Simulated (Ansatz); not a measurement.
What does this script print? It uses Ansatz's Python interface.

`polymorphs.py`
```python
# -*- coding: utf-8 -*-
"""Polymorphs of LaTe, after relaxing cells and atoms."""

import logging
import sys
import warnings

import ansatz
import numpy as np
import spglib

logging.basicConfig(stream=sys.stdout, format="%(levelname)s %(message)s")
log = logging.getLogger("ansatz_job")
log.setLevel(logging.INFO)

FUNCTIONAL = "LDA"
CUTOFF_EV = 500
KSPACING = 0.15
OCCUPATIONS = "fermi_dirac"
WIDTH_EV = 0.05

PHASES = {
    "Pm-3m": (
        [(3.936092, 0.0, 0.0), (0.0, 3.936092, 0.0), (0.0, 0.0, 3.936092)],
        [
            ("La", (0.0, 0.0, 0.0)),
            ("Te", (0.5, 0.5, 0.5)),
        ],
    ),
    "Fm-3m": (
        [(0.0, 3.218, 3.218), (3.218, 0.0, 3.218), (3.218, 3.218, 0.0)],
        [
            ("La", (0.0, 0.0, 0.0)),
            ("Te", (0.5, 0.5, 0.5)),
        ],
    ),
}


def build(vectors, sites):
    crystal = ansatz.Crystal(lattice=ansatz.Lattice.of(vectors))
    for symbol, position in sites:
        crystal = crystal.atom(symbol, position)
    return crystal


def ground_state(name, crystal):
    calc = (
        crystal.calculation()
        .functional(FUNCTIONAL)
        .basis(CUTOFF_EV)
        .kpoints(spacing=KSPACING)
        .occupations(OCCUPATIONS, width=WIDTH_EV)
        .stress()
        .band_table()
    )
    calc = calc.relax(force_tolerance=0.01, cell=True)
    return calc.run()


def space_group(outcome):
    sites = outcome.report["lattice"]["sites"]
    kinds = sorted({site["symbol"] for site in sites})
    cell = (outcome.lattice.cell_ang, [site["position_frac"] for site in sites], [kinds.index(site["symbol"]) for site in sites])
    return spglib.get_spacegroup(cell, symprec=0.01)


def volume_per_atom(outcome):
    return abs(np.linalg.det(outcome.lattice.cell_ang)) / len(outcome.lattice.sites)

warnings.simplefilter("ignore")

phases = {name: build(*cell) for name, cell in PHASES.items()}

done = {}
for name, crystal in phases.items():
    try:
        done[name] = ground_state(name, crystal)
    except ansatz.NonConvergedError as error:
        print(name, "did not converge:", str(error)[:120])

energy = {name: o.report["energy_sigma0_ev"] / len(o.lattice.sites) for name, o in done.items()}
lowest = min(energy.values())
rows = [(name, len(o.lattice.sites), 1000 * (energy[name] - lowest), space_group(o), volume_per_atom(o)) for name, o in done.items()]
rows.sort(key=lambda row: row[2])
log.info("     phase       atoms  dE (meV/atom)  space group  V (A^3/atom)")
for row in rows:
    log.info(f"{str(row[0]):>10}  {row[1]:10d}  {row[2]:13.1f}  {str(row[3]):>11}  {row[4]:12.3f}")
print("lowest in energy:", rows[0][0])
```

Running `python polymorphs.py` prints:
```text
INFO      phase       atoms  dE (meV/atom)  space group  V (A^3/atom)
INFO      Fm-3m           2            0.0  Fm-3m (225)        31.912
INFO      Pm-3m           2           91.6  Pm-3m (221)        28.341
lowest in energy: Fm-3m
```

By space group at the end of each run: Fm-3m (+0 meV an atom, 31.9 Å³) and Pm-3m (+92 meV an atom, 28.3 Å³).

Reading the output:
- The cells come from databases of deposited and of computed structures, and not all need be stable phases.
- The ranking holds among these structures alone, at zero temperature; the ground state may be another structure. Differences under 10 to 15 meV an atom lie within the error of mesh and functional.
- Wall time of the script: 2 min on 1 thread of Arm Neoverse N1 (shared host), peak memory 0.5 GiB.
